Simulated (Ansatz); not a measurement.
# RuSe (zincblende): a single-point run

The task is a single-point run on RuSe (zincblende). The structure is shown as the input types it.

Computed with Ansatz 0.2.0 (Kohn-Sham DFT, with the functional, basis and potentials that each input names, unless a step's input says otherwise).

1 further run of the same task is left out (set aside as unsound or not needed). Runs told in other sessions of the task aren't counted.

**1. The structure to begin with**

The structure is cubic, space group F-43m (No. 216). The conventional cell has a = 5.465 Å, b = 5.465 Å, c = 5.465 Å, α = 90.00°, β = 90.00°, γ = 90.00°. Ru (site symmetry -43m) is surrounded by 4 Se at 2.37 Å. Around Se (site symmetry -43m) lie 4 Ru at 2.37 Å.

As a file:

```
CELL_PARAMETERS angstrom
0.00000 2.73242 2.73242
2.73242 0.00000 2.73242
2.73242 2.73242 0.00000
ATOMIC_POSITIONS crystal
Ru 0.00000 0.00000 0.00000
Se 0.25000 0.25000 0.25000
```

**2. Input and run**

File input.yaml:

```yaml
crystal:
  lattice:
    - [0.0, 2.7324236492, 2.7324236492]
    - [2.7324236492, 0.0, 2.7324236492]
    - [2.7324236492, 2.7324236492, 0.0]
  atoms:
    - { symbol: Ru, position: [0.0, 0.0, 0.0] }
    - { symbol: Se, position: [0.25, 0.25, 0.25] }
basis:
  ecutwfc: 500
  ecutrho_ratio: 4
kpoints:
  mp_grid: { grid: [10, 10, 10] }
hamiltonian:
  xc: r2scan
  pseudopotentials: { kind: nc }
scf:
  occupations: { method: gaussian, width: 0.05 }
  max_iter: 50
output:
  forces: true
  stress: true
magnetization:
  spin_polarized: true
  spin_orbit: true
```

Launch:

```bash
> ansatz run input.yaml --threads 2 --pin off --max-ram 2662MiB --backend cpu --events-out ev --progress --plain --runs-dir out
```

Standard output:

```text
Error: 2 input errors — fix all and re-run
  1. inconsistent input (magnetization.spin_orbit, magnetization.noncollinear): true requires noncollinear: true — spin–orbit coupling acts on 2-spinor wavefunctions; set both flags
  2. inconsistent input (magnetization.spin_orbit, hamiltonian.pseudopotentials.kind): true requires a fully-relativistic hamiltonian.pseudopotentials.kind (nc_fr or paw_fr), or kind: all_electron without datasets and azcp, which then solves Dirac's equation on LAPW. paw_fr resolves this project's PAW files (source: ansatz) by j as it reads them
```

Wall time 0.02 s (2 threads of Arm Neoverse V2, shared host); peak memory 0.031 GiB.

**3. What went wrong**

The program refused the input before any cycle. The line that matters: «2 input errors — fix all and re-run 1. inconsistent input (magnetization.spin_orbit, magnetization.noncollinear): true requires noncollinear: true — spin–orbit coupling acts on 2-spinor wavefunctions; set both flags»

The suspect setting: magnetization.spin_orbit is true. Spin-orbit coupling was asked of a set-up that can't carry it.

Remedy: delete magnetization.spin_orbit (the default then holds).

**4. Second try**

Besides the cure, the input differs in hamiltonian.pseudopotentials, scf.max_iter, magnetization.spin_polarized, output requests.

Changes to input.yaml since step 2:

```diff
@@ -15,6 +15,4 @@
   xc: r2scan
-  pseudopotentials: { kind: nc }
 scf:
   occupations: { method: gaussian, width: 0.05 }
-  max_iter: 50
 output:
@@ -22,4 +20,2 @@
   stress: true
-magnetization:
-  spin_polarized: true
-  spin_orbit: true
+  eigenvalues: true
```

Launch:

```bash
> ansatz run input.yaml --threads 2 --pin off --max-ram 2662MiB --backend cpu --events-out ev --progress --plain --runs-dir out
```

The main lines of its log:

```text
[...]
Basis set: ecut = 500 eV, 1037 PW (Γ), exchange–correlation on 120×120×120 points (64 copies of the dense FFT grid, shifted against one another)
[...]
k-points: 47 of 1000 (time reversal used)
[...]
SCF iter   1: F=—  HF=-11368.649876 eV  |F-HF|=—  |Δ(HF+E_count)|=         —  Δρ=5.32e-3  dr2=5.30e-3  dr2_τ=2.19e-2  ethr=1.77e-3  ⟨swp⟩=6.0  Hψ=4327  notcnv=0
preconditioner: auto → LDOS  [metal: Δε(μ)=0.032 eV  Ē_g=9.232 eV  σ=0.050 eV  W_gap=0.35  n_scr=14 (ndim 8)  ℏωp=21.8 eV  f_vac=0.026  D(μ)=1.92/eV (n_scr^D=14)  β→1.0]
SCF iter   2: F=—  HF=-11368.660693 eV  |F-HF|=—  |Δ(HF+E_count)|=   1.08e-2  Δρ=1.81e-3  dr2=1.29e-3  dr2_τ=2.21e-4  ethr=1.66e-5  ⟨swp⟩=2.0  Hψ=2244  notcnv=0  defer=12
[...]
SCF iter   5: F=—  HF=-11368.659786 eV  |F-HF|=—  |Δ(HF+E_count)|=   6.11e-6  Δρ=4.29e-5  dr2=6.77e-7  dr2_τ=1.16e-7  ethr=2.78e-8  ⟨swp⟩=2.0  Hψ=1650  notcnv=0  defer=12
SCF iter   6: F=-11368.659786 eV  HF=-11368.659786 eV  |F-HF|=1.35e-8  |Δ(HF+E_count)|=   3.12e-7  Δρ=1.14e-5  dr2=5.02e-8  dr2_τ=1.92e-9  ethr=3.13e-10  ⟨swp⟩=6.5  Hψ=4399  notcnv=0
[...]
SCF converged after 6 iterations
Free energy (F): -11368.659786 eV
[...]
E sigma→0 (E₀):  -11368.658583 eV
[...]
Fermi energy:    12.898228 eV
[...]
  P = ⅓ Tr σ = 0.0021 GPa (0.021 kbar)
[...]
```

Run time: 3.2 s. Hardware: 2 threads of Arm Neoverse V2, shared host; peak memory 0.47 GiB.

**5. Summary of results**

```
                           quantity                                  value
                          first try                                refused
                              cause  spin-orbit request without its set-up
                         second try                converged, 6 SCF cycles
energy (zero set by the potentials)                         -11368.6598 eV
                           pressure                               0.00 GPa
                    gap on the mesh              none (metal on this mesh)
                      largest force                             0.000 eV/Å
```

**Reading.** The second try converges in 6 SCF cycles. The reference leaves spin out although Ru can carry a moment, so its state need not be the lowest.
